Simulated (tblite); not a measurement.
# C7H18N2: the cost of one run

Programs: tblite 0.8.0 and PySCF 2.14.0, with density-fitted response routines of our own. Each step states its level of theory. These are calculated values for one molecule in the gas phase, unless marked as measured. Atoms are numbered from 0 throughout.

### 1 The molecule as given

27 atoms, charge 0, multiplicity 1; geometry from: force field or distance geometry start.

Bonds of the start (Å): C0–C1 1.51, C1–N2 1.44, N2–C3 1.47, N2–N4 1.36, N4–C5 1.41, C5–C6 1.52, C5–C7 1.51, C5–C8 1.52, C0–H9 1.12, C0–H10 1.09, C0–H11 1.12, C1–H12 1.11, C1–H13 1.11, C3–H14 1.12, C3–H15 1.09, C3–H16 1.11, N4–H17 1.02, C6–H18 1.08, C6–H19 1.12, C6–H20 1.09, C7–H21 1.11, C7–H22 1.09, C7–H23 1.12, C8–H24 1.09, C8–H25 1.12, C8–H26 1.12.

### 2 Relaxing the molecule with GFN2-xTB

The job: settings as JSON, then the geometry in Å.

```
{"job": {"kind": "relax", "xc": "GFN2-xTB", "basis": "xTB"}, "charge": 0, "multiplicity": 1}
C      2.650600    -1.236200    -0.181600
C      1.830700    -0.327800    -1.067800
N      0.913700     0.530700    -0.359900
C      1.763500     1.486600     0.358600
N      0.022200    -0.110600     0.440000
C     -1.369500     0.013600     0.221900
C     -1.863700    -0.519400    -1.111500
C     -1.913600     1.414600     0.412100
C     -2.046600    -0.833200     1.294000
H      3.321200    -1.877000    -0.809800
H      3.326700    -0.637400     0.432600
H      2.022500    -1.943600     0.411500
H      2.566200     0.298700    -1.613800
H      1.361200    -0.966200    -1.845600
H      2.320500     0.973100     1.180100
H      2.505700     1.882500    -0.339200
H      1.200000     2.360200     0.735900
H      0.349600    -0.523500     1.314300
H     -1.495500     0.027500    -1.969300
H     -2.981600    -0.439600    -1.041200
H     -1.661300    -1.590300    -1.202400
H     -1.781000     1.715600     1.473500
H     -1.524500     2.136700    -0.310200
H     -3.025300     1.336600     0.264500
H     -2.191900    -1.831800     0.871000
H     -1.331400    -0.964700     2.146800
H     -2.988200    -0.348800     1.648500
```

Command:

```console
OMP_NUM_THREADS=1 python probes_run.py task.json out
```

This one command runs all jobs of the session in turn.

Q: Estimate the wall time and peak memory of this first job on 1 thread of Arm Neoverse V1, shared host.

About 1.1 s, with a peak of 0.18 GiB.
